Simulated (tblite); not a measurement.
# FH3SSi2: the cost of one run

Programs: tblite 0.8.0 and PySCF 2.14.0. All values are calculated, for the isolated system unless a continuum is named. Atoms count from 0, parts from 1.

## (1) The system as given

7 atoms, charge 0, multiplicity 1; geometry: distance geometry start.

## (2) Geometry optimisation with GFN2-xTB

Job settings and geometry (Å):

```
{"job": {"kind": "relax", "xc": "GFN2-xTB", "basis": "xTB"}, "charge": 0, "multiplicity": 1}
Si     2.173600    -0.533480    -1.378014
F      3.036714    -1.771271    -2.109273
S      0.929592     0.802843    -0.207483
Si    -0.466408     0.174234     1.292247
H     -0.939166     1.294092     2.043461
H     -1.597162    -0.492206     0.693976
H      0.150246    -0.746375     2.194225
```

Level: GFN2-xTB geometry optimisation, gas phase.

On the command line:

```sh
> OMP_NUM_THREADS=1 python cluster_run.py task.json out
```

One launch serves the whole session: the jobs run in the order shown.

**Question.** How long does this first job take on 1 thread of Arm Neoverse N1, shared host?

About 2.4 s.
